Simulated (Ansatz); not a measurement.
# TaO2: a line through an energy map, part 1 of 2

One line of a two-coordinate grid on TaO₂ (P4_2/mnm, No. 136; 6 atoms in the cell): volume per atom is varied, at c/a of the conventional cell = 0.590.

Method: DFT PBEsol, scalar-relativistic, plane waves, PAW, in Ansatz 0.2.0.

71 further runs of the same task are left out: 71 set aside as unsound or not needed.

## 1. The starting structure

Symmetry: P4_2/mnm, No. 136, tetragonal system. Conventional cell: a = 4.950 Å, b = 4.950 Å, c = 2.850 Å, α = 90.00°, β = 90.00°, γ = 90.00°. Around Ta (site symmetry mmm) lie 6 O at 2.01 to 2.06 Å. O (site symmetry m2m) is surrounded by 3 Ta at 2.01 to 2.06 Å.

As a file:

```
Ta O
1.0
     4.94993    0.00000    0.00000
     0.00000    4.94993    0.00000
     0.00000    0.00000    2.84987
Ta O
2 4
Cartesian
  0.0000 0.0000 1.4249
  2.4750 2.4750 0.0000
  3.5317 1.4182 1.4249
  1.4182 3.5317 1.4249
  1.0567 1.0567 0.0000
  3.8932 3.8932 0.0000
```

It goes back to an entry of the Materials Project, which need not be the stable form.

This cell was relaxed beforehand with the same method: volume 11.64 Å³/atom, gap on the mesh none (metal).

## 2. What is varied

The energy is mapped over volume and the cell's shape.

First coordinate, volume per atom: 11 values from 10.707 to 12.569 Å³. Second coordinate, c/a of the conventional cell: 11 values from 0.510 to 0.649.

Nothing else is relaxed (fractional coordinates fixed). Energies count from the relaxed crystal. Points are written as (first, second).

## 3. Grid point (10.707 Å³, 0.590)

File input.yaml:

```yaml
crystal:
  lattice:
    - [4.7757116286, 0.0, 0.0]
    - [0.0, 4.7757116286, 0.0]
    - [0.0, 0.0, 2.8167147186]
  atoms:
    - { symbol: Ta, position: [0.0, 0.0, 0.5] }
    - { symbol: Ta, position: [0.5, 0.5, 0.0] }
    - { symbol: O, position: [0.7134820449, 0.2865179551, 0.5] }
    - { symbol: O, position: [0.2865179551, 0.7134820449, 0.5] }
    - { symbol: O, position: [0.2134820449, 0.2134820449, 0.0] }
    - { symbol: O, position: [0.7865179551, 0.7865179551, 0.0] }
basis:
  ecutwfc: 520.0
kpoints:
  mp_grid: { grid: [10, 10, 16] }
hamiltonian:
  xc: pbesol
  pseudopotentials: { kind: paw, azcp: { folder: soft_1 } }
scf:
  occupations: { method: gaussian, width: 0.15 }
output:
  forces: true
  stress: true
  eigenvalues: true
```

Launch:

```
ansatz run input.yaml --threads 4 --pin off --max-ram 8192MiB --backend cpu --events-out ev --progress --plain --runs-dir out
```

The log of the run, shortened:

```text
Warning: <dir> the record states the generating functional pbe (its physics header spells it `PBE`), which answers neither for hamiltonian.xc's functional nor for the pbesol family's — results may be inconsistent (PPs are generated against a specific XC)
[...]
Warning: RAYON_NUM_THREADS=4 ignored (pool sized by the plan → 4); use --threads N
[...]
Pseudopotentials: kind: paw
Pseudopotential: Ta, paw, valence charge 13, recommended cutoff 420 eV (normal), <dir>
Pseudopotential: O, paw, valence charge 6, recommended cutoff 420 eV (normal), <dir>
Functional definition: PBEsol
[...]
Crystal: 6 atoms, lattice volume = 64.242 Å³
Basis set: ecut = 520 eV, 1731 PW (Γ), exchange–correlation on 72×72×48 points (8 copies of the dense FFT grid, shifted against one another)
Bands: 31, of which v1, the nominal top of the filled ones, is band 25 counted from 1 (24 counted from 0)
Symmetry: 16 space group operations
Space group: P42/mnm (ITA 136), of the structure as read, at distance tolerance 4.0e-5 Å
k-points: 189 of 1600
[...]
SCF iter   1: F=—  HF=-21863.969434 eV  |F-HF|=—  |Δ(HF+E_count)|=         —  Δρ=6.05e-2  dr2=2.06e0  ethr=3.10e-3  ⟨swp⟩=5.2  Hψ=24883  notcnv=0
[...]
SCF iter   8: F=-21863.480276 eV  HF=-21863.480276 eV  |F-HF|=2.83e-8  |Δ(HF+E_count)|=   1.51e-6  Δρ=8.84e-6  dr2=3.26e-8  ethr=2.00e-10  ⟨swp⟩=9.1  Hψ=29592  notcnv=0
[...]
SCF converged after 8 iterations
Free energy (F): -21863.480276 eV
[...]
E sigma→0 (E₀):  -21863.468608 eV
Entropy (-TS):   -0.023336 eV (-3.889 meV/atom)
Fermi energy:    15.385518 eV
[...]
--- Forces (eV/Å), atoms counted from 1 ---
  atom   1  Ta    -0.00000000    -0.00000000     0.00000000
  atom   2  Ta     0.00000000     0.00000000     0.00000000
  atom   3  O     -0.09639205     0.09639205     0.00000000
  atom   4  O      0.09639205    -0.09639205     0.00000000
  atom   5  O     -0.09639205    -0.09639205     0.00000000
  atom   6  O      0.09639205     0.09639205     0.00000000
[...]
--- Stress (GPa, compression-positive) ---
       30.421728       0.000000       0.000000
        0.000000      30.421728       0.000000
        0.000000       0.000000      22.401884
  P = ⅓ Tr σ = 27.7484 GPa (277.484 kbar)
--- Band table (eV; the first three rows and the last of 189) ---
[...]
```

Wall time 6.5 s (4 threads of Arm Neoverse V2, shared host); peak memory 0.62 GiB.

On the map this point reads 79 meV/atom.

## 4. The run at (10.893 Å³, 0.590)

Changes to input.yaml since step 3:

```diff
@@ -2,5 +2,5 @@
   lattice:
-    - [4.7757116286, 0.0, 0.0]
-    - [0.0, 4.7757116286, 0.0]
-    - [0.0, 0.0, 2.8167147186]
+    - [4.8032072777, 0.0, 0.0]
+    - [0.0, 4.8032072777, 0.0]
+    - [0.0, 0.0, 2.8329316524]
   atoms:
```

Launch:

```
ansatz run input.yaml --threads 4 --pin off --max-ram 8192MiB --backend cpu --events-out ev --progress --plain --runs-dir out
```

The log of the run, shortened:

```text
Warning: <dir> the record states the generating functional pbe (its physics header spells it `PBE`), which answers neither for hamiltonian.xc's functional nor for the pbesol family's — results may be inconsistent (PPs are generated against a specific XC)
[...]
Warning: RAYON_NUM_THREADS=4 ignored (pool sized by the plan → 4); use --threads N
[...]
Pseudopotentials: kind: paw
Pseudopotential: Ta, paw, valence charge 13, recommended cutoff 420 eV (normal), <dir>
Pseudopotential: O, paw, valence charge 6, recommended cutoff 420 eV (normal), <dir>
Functional definition: PBEsol
[...]
Crystal: 6 atoms, lattice volume = 65.358 Å³
Basis set: ecut = 520 eV, 1763 PW (Γ), exchange–correlation on 72×72×48 points (8 copies of the dense FFT grid, shifted against one another)
Bands: 31, of which v1, the nominal top of the filled ones, is band 25 counted from 1 (24 counted from 0)
Symmetry: 16 space group operations
Space group: P42/mnm (ITA 136), of the structure as read, at distance tolerance 4.0e-5 Å
k-points: 189 of 1600
[...]
SCF iter   1: F=—  HF=-21864.089093 eV  |F-HF|=—  |Δ(HF+E_count)|=         —  Δρ=5.89e-2  dr2=1.95e0  ethr=3.10e-3  ⟨swp⟩=5.1  Hψ=24870  notcnv=0
[...]
SCF iter   8: F=-21863.650440 eV  HF=-21863.650440 eV  |F-HF|=2.89e-8  |Δ(HF+E_count)|=   1.88e-6  Δρ=9.10e-6  dr2=3.79e-8  ethr=2.00e-10  ⟨swp⟩=9.0  Hψ=29470  notcnv=0
[...]
SCF converged after 8 iterations
Free energy (F): -21863.650440 eV
[...]
E sigma→0 (E₀):  -21863.638561 eV
Entropy (-TS):   -0.023759 eV (-3.960 meV/atom)
Fermi energy:    15.041783 eV
[...]
--- Forces (eV/Å), atoms counted from 1 ---
  atom   1  Ta     0.00000000    -0.00000000     0.00000000
  atom   2  Ta     0.00000000     0.00000000     0.00000000
  atom   3  O     -0.11451824     0.11451824     0.00000000
  atom   4  O      0.11451824    -0.11451824     0.00000000
  atom   5  O     -0.11451824    -0.11451824     0.00000000
  atom   6  O      0.11451824     0.11451824     0.00000000
[...]
--- Stress (GPa, compression-positive) ---
       23.788160       0.000000       0.000000
        0.000000      23.788160       0.000000
        0.000000       0.000000      16.039709
  P = ⅓ Tr σ = 21.2053 GPa (212.053 kbar)
--- Band table (eV; the first three rows and the last of 189) ---
[...]
```

It took 6.4 s on 4 threads of Arm Neoverse V2, shared host; peak memory 0.64 GiB.

That is 50 meV/atom from the zero.

## 5. Point (11.079 Å³, 0.590)

Changes to input.yaml since step 4:

```diff
@@ -2,5 +2,5 @@
   lattice:
-    - [4.8032072777, 0.0, 0.0]
-    - [0.0, 4.8032072777, 0.0]
-    - [0.0, 0.0, 2.8329316524]
+    - [4.830391686, 0.0, 0.0]
+    - [0.0, 4.830391686, 0.0]
+    - [0.0, 0.0, 2.8489650164]
   atoms:
```

Launch:

```
ansatz run input.yaml --threads 4 --pin off --max-ram 8192MiB --backend cpu --events-out ev --progress --plain --runs-dir out
```

The log of the run, shortened:

```text
[...]
SCF converged after 9 iterations
Free energy (F): -21863.776946 eV
[...]
E sigma→0 (E₀):  -21863.764838 eV
Entropy (-TS):   -0.024214 eV (-4.036 meV/atom)
Fermi energy:    14.708150 eV
[...]
--- Forces (eV/Å), atoms counted from 1 ---
  atom   1  Ta     0.00000000    -0.00000000     0.00000000
  atom   2  Ta     0.00000000     0.00000000     0.00000000
  atom   3  O     -0.13142123     0.13142123     0.00000000
  atom   4  O      0.13142123    -0.13142123     0.00000000
  atom   5  O     -0.13142123    -0.13142123     0.00000000
  atom   6  O      0.13142123     0.13142123     0.00000000
[...]
--- Stress (GPa, compression-positive) ---
       17.699695       0.000000       0.000000
        0.000000      17.699695       0.000000
        0.000000       0.000000      10.214860
  P = ⅓ Tr σ = 15.2047 GPa (152.047 kbar)
--- Band table (eV; the first three rows and the last of 189) ---
[...]
```

It took 6.6 s on 4 threads of Arm Neoverse V2, shared host; peak memory 0.63 GiB.

That is 29 meV/atom from the zero.

## 6. Changing settings: occupations.method tetrahedron_uncorrected, width left out

Changes to input.yaml since step 5:

```diff
@@ -20,6 +20,6 @@
 scf:
-  occupations: { method: gaussian, width: 0.15 }
+  occupations: { method: tetrahedron_uncorrected }
 output:
   forces: true
+  eigenvalues: true
   stress: true
-  eigenvalues: true
```

Launch:

```
ansatz run input.yaml --threads 4 --pin off --max-ram 8192MiB --backend cpu --events-out ev --progress --plain --runs-dir out
```

The log of the run, shortened:

```text
Warning: <dir> the record states the generating functional pbe (its physics header spells it `PBE`), which answers neither for hamiltonian.xc's functional nor for the pbesol family's — results may be inconsistent (PPs are generated against a specific XC)
[...]
Warning: RAYON_NUM_THREADS=4 ignored (pool sized by the plan → 4); use --threads N
[...]
Pseudopotentials: kind: paw
Pseudopotential: Ta, paw, valence charge 13, recommended cutoff 420 eV (normal), <dir>
Pseudopotential: O, paw, valence charge 6, recommended cutoff 420 eV (normal), <dir>
Functional definition: PBEsol
[...]
Crystal: 6 atoms, lattice volume = 66.474 Å³
Basis set: ecut = 520 eV, 1795 PW (Γ), exchange–correlation on 72×72×48 points (8 copies of the dense FFT grid, shifted against one another)
Bands: 31, of which v1, the nominal top of the filled ones, is band 25 counted from 1 (24 counted from 0)
Symmetry: 16 space group operations
Space group: P42/mnm (ITA 136), of the structure as read, at distance tolerance 4.1e-5 Å
k-points: 189 of 1600
[...]
SCF iter   1: F=—  HF=-21864.114240 eV  |F-HF|=—  |Δ(HF+E_count)|=         —  Δρ=5.78e-2  dr2=1.86e0  ethr=3.10e-3  ⟨swp⟩=6.0  Hψ=25049  notcnv=0
[...]
SCF iter   9: F=-21863.719353 eV  HF=-21863.719353 eV  |F-HF|=1.82e-11  |Δ(HF+E_count)|=   4.35e-8  Δρ=2.03e-6  dr2=2.08e-9  ethr=2.00e-10  ⟨swp⟩=7.9  Hψ=21651  notcnv=0
[...]
SCF converged after 9 iterations
Free energy (F): -21863.719353 eV
[...]
E sigma→0 (E₀):  -21863.719353 eV
Entropy (-TS):   -0.000233 eV (-0.039 meV/atom)
Fermi energy:    14.723066 eV
[...]
--- Forces (eV/Å), atoms counted from 1 ---
  atom   1  Ta     0.00000000    -0.00000000     0.00000000
  atom   2  Ta     0.00000000     0.00000000     0.00000000
  atom   3  O     -0.13392002     0.13392002     0.00000000
  atom   4  O      0.13392002    -0.13392002     0.00000000
  atom   5  O     -0.13392002    -0.13392002     0.00000000
  atom   6  O      0.13392002     0.13392002     0.00000000
[...]
--- Stress (GPa, compression-positive) ---
       17.739457       0.000000       0.000000
        0.000000      17.739457       0.000000
        0.000000       0.000000      10.439244
  P = ⅓ Tr σ = 15.3061 GPa (153.061 kbar)
--- Band table (eV; the first three rows and the last of 189) ---
[...]
```

Wall time 6.7 s (4 threads of Arm Neoverse V2, shared host); peak memory 0.63 GiB.

```csv
run,ending,energy change,pressure (GPa),gap (eV),force (eV/Å),cycles,time
step 5,converged,0,15.2,0.00,0.19,9,6.6 s
variant,converged,+7.6 meV/atom (σ→0),15.3,0.00,0.19,9,6.7 s
```

Changing the smearing moves the energy by +7.6 meV/atom (σ→0 values).

## 7. Grid point (11.265 Å³, 0.590)

Changes to input.yaml since step 5:

```diff
@@ -2,5 +2,5 @@
   lattice:
-    - [4.830391686, 0.0, 0.0]
-    - [0.0, 4.830391686, 0.0]
-    - [0.0, 0.0, 2.8489650164]
+    - [4.8572735145, 0.0, 0.0]
+    - [0.0, 4.8572735145, 0.0]
+    - [0.0, 0.0, 2.8648199188]
   atoms:
```

Launch:

```
ansatz run input.yaml --threads 4 --pin off --max-ram 8192MiB --backend cpu --events-out ev --progress --plain --runs-dir out
```

The log of the run, shortened:

```text
[...]
SCF converged after 9 iterations
Free energy (F): -21863.863411 eV
[...]
E sigma→0 (E₀):  -21863.851062 eV
Entropy (-TS):   -0.024699 eV (-4.116 meV/atom)
Fermi energy:    14.384262 eV
[...]
--- Forces (eV/Å), atoms counted from 1 ---
  atom   1  Ta     0.00000000    -0.00000000     0.00000000
  atom   2  Ta     0.00000000     0.00000000     0.00000000
  atom   3  O     -0.14720384     0.14720384     0.00000000
  atom   4  O      0.14720384    -0.14720384     0.00000000
  atom   5  O     -0.14720384    -0.14720384     0.00000000
  atom   6  O      0.14720384     0.14720384     0.00000000
[...]
--- Stress (GPa, compression-positive) ---
       12.110799       0.000000       0.000000
        0.000000      12.110799       0.000000
        0.000000       0.000000       4.881371
  P = ⅓ Tr σ = 9.7010 GPa (97.010 kbar)
--- Band table (eV; the first three rows and the last of 189) ---
[...]
```

Wall time 8.1 s (4 threads of Arm Neoverse V2, shared host); peak memory 0.65 GiB.

On the map this point reads 15 meV/atom.

(Continued in part 2 of 2.)
